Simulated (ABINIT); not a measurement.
WS in ABINIT: convergence with cutoff

Crystal: WS.

```
CELL_PARAMETERS angstrom
3.00789 0.00000 0.00000
0.00000 3.00789 0.00000
0.00000 0.00000 3.00789
ATOMIC_POSITIONS crystal
W 0.50000 0.50000 0.50000
S 0.00000 0.00000 0.00000
```

The cell was built by a generator and needn't be a form met in nature.

```yaml
Program: ABINIT 10.8.3 (patched build)
Task: single point
Functional: PBEsol
Potentials_or_basis: JTH PAW PBE v2.0
Cutoff: 218 eV
k_mesh: 9 × 9 × 9
Occupations: gaussian, width 0.05 eV
Spin: no spin polarisation
```

These are the settings of the first run; the series varies cutoff, with any setting tied to it.

Hardware: 1 thread of AMD EPYC 9R45 96-Core Processor (Zen 5) (shared host).

| cutoff | energy less the tightest run, at zero smearing (meV/atom) | SCF cycles | CPU time (s) | peak memory (GiB) |
| --- | --- | --- | --- | --- |
| 8 Ha | 449.66 | 10 | 4.7 | 0.1 |
| 10 Ha | 227.24 | 10 | 5.1 | 0.1 |
| 12 Ha | 118.04 | 11 | 5.7 | 0.1 |
| 14 Ha | 62.20 | 12 | 6.8 | 0.1 |
| 17 Ha | 25.47 | 13 | 8.5 | 0.11 |
| 20 Ha | 15.14 | 18 | 12 | 0.11 |
| 23 Ha | 5.43 | 15 | 12 | 0.11 |
| 27 Ha | 1.54 | 16 | 15 | 0.12 |
| 32 Ha | 0.00 | 16 | 17 | 0.13 |

Not settled before the last step: the energy (to 1 meV/atom). The tightest run that finished is the yardstick and may itself not be fully converged.

 Spin-orbit coupling is left out, which matters for the levels of W.
